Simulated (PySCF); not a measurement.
# [Eu(P5)2]+: other functionals and bases at one geometry

An exercise on one series of results from a longer session: the logs are not shown, and one member is left open.

Method: several levels, as the steps say, no spin–orbit coupling; program: PySCF 2.14.0.

2 further runs of the same task are left out: 2 for a known fault of the program.

## The system as given

11 atoms, charge 1, spin multiplicity 1.

Bond lengths: Eu1–P2 3.096 Å, Eu1–P3 3.096 Å, Eu1–P4 3.096 Å, Eu1–P5 3.096 Å, Eu1–P6 3.096 Å, Eu1–P7 3.096 Å, Eu1–P8 3.096 Å, Eu1–P9 3.096 Å, Eu1–P10 3.096 Å, Eu1–P11 3.096 Å, P2–P3 2.150 Å, P2–P6 2.150 Å, P3–P4 2.150 Å, P4–P5 2.150 Å, P5–P6 2.150 Å, P7–P8 2.150 Å, P7–P11 2.150 Å, P8–P9 2.150 Å and more. Angles: P2–Eu1–P3 40.6°, P2–Eu1–P4 68.4°, P2–Eu1–P5 68.4°, P2–Eu1–P6 40.6°, P2–Eu1–P7 180.0°, P2–Eu1–P8 139.4°, P2–Eu1–P9 111.6°, P2–Eu1–P10 111.6°, P2–Eu1–P11 139.4°, P3–Eu1–P4 40.6°, P3–Eu1–P5 68.4°, P3–Eu1–P6 68.4°, P3–Eu1–P7 139.4°, P3–Eu1–P8 111.6°, P3–Eu1–P9 111.6°, P3–Eu1–P10 139.4°, P3–Eu1–P11 180.0°, P4–Eu1–P5 40.6° and more.

As a file:

```xyz
11
EuP10
Eu    0.0000    0.0000    0.0000
P     0.0000    1.8290    2.4977
P    -1.7395    0.5652    2.4977
P    -1.0751   -1.4797    2.4977
P     1.0751   -1.4797    2.4977
P     1.7395    0.5652    2.4977
P     0.0000   -1.8290   -2.4977
P    -1.7395   -0.5652   -2.4977
P    -1.0751    1.4797   -2.4977
P     1.0751    1.4797   -2.4977
P     1.7395   -0.5652   -2.4977
```

Formal oxidation states: Eu +3. Each metal's 6 4f electrons lie in its core potential, so multiplicities, spins and levels count the valence alone. An earlier session relaxed this geometry at TPSS, Eu lcecp-1-SVP with ECP52, P def2-SVP (singlet, point group D5d).

At TPSS on the finer grid: E = -3447.988221 Eh, HOMO -10.35 eV, LUMO -8.96 eV, Mulliken charge on Eu1 +1.17 e, largest force component 0.014 eV/Å. 

Levels to run: PBE0; wB97X; PBE; HF; TPSS, TZVP. Hardware: 4 threads of Arm Neoverse V2, shared host.

Set-up of the first run:

Contents of run.py (the lines that set the calculation):

```python
mol = gto.M(atom='''
Eu     0.00000     0.00000     0.00000
P      0.00000     1.82900     2.49771
P     -1.73948     0.56519     2.49771
P     -1.07505    -1.47969     2.49771
P      1.07506    -1.47969     2.49771
P      1.73948     0.56520     2.49771
P      0.00000    -1.82900    -2.49771
P     -1.73948    -0.56520    -2.49771
P     -1.07506     1.47969    -2.49771
P      1.07505     1.47969    -2.49771
P      1.73948    -0.56519    -2.49771''',
    basis={'Eu': 'lcecp-1-SVP', 'P': 'def2-SVP'},
    ecp={'Eu': 'lcecp-1-SVP'},
    charge=1, spin=0)
mf = dft.RKS(mol, xc='PBE0')
mf.grids.atom_grid = (75, 302)  # f atoms: unpruned, at least (60, 302)
mf = mf.density_fit()  # fitting sets: Eu AutoAux, P def2-universal-JKFIT
mf.conv_tol = 1e-08; mf.max_cycle = 55
mf.kernel(dm0)  # dm0: the density of the relaxed state
```

Started as:

```bash
OMP_NUM_THREADS=4 python run.py
```

Steps of the session up to this table: PBE0; wB97X; PBE; HF; TPSS, TZVP.

One table of the session follows, with a row left open; its other results are not shown here.

| level | HOMO (eV) | gap (eV) | charge on Eu1 (e) | largest force component (eV/Å) |
| --- | --- | --- | --- | --- |
| TPSS (relaxed here) | -10.35 | 1.40 | 1.17 | 0.01 |
| PBE0 | -11.29 | 2.92 | 1.09 | 0.39 |
| wB97X | ? | ? | ? | ? |
| PBE | -10.21 | 1.26 | 0.94 | 0.08 |
| HF | -13.39 | 7.85 | 1.29 | 0.65 |
| TPSS, TZVP | -10.05 | 1.38 | 1.28 | 0.36 |

**Question.** Estimate the row for wB97X.

As computed: HOMO (eV): -13.45; gap (eV): 6.84; charge on Eu1 (e): 0.93; largest force component (eV/Å): 0.83. In the column «HOMO (eV)» it is the lowest.

In one basis the HOMO–LUMO gap runs from 1.26 eV (PBE) to 7.85 eV (HF). The largest leftover force, 0.83 eV/Å with wB97X, stands at a geometry relaxed at another level. With 4f in the core, its levels are missing from HOMO and gap, and its count is fixed, so no charge can pass from the ligands into it. Total energies of different levels can't be compared.
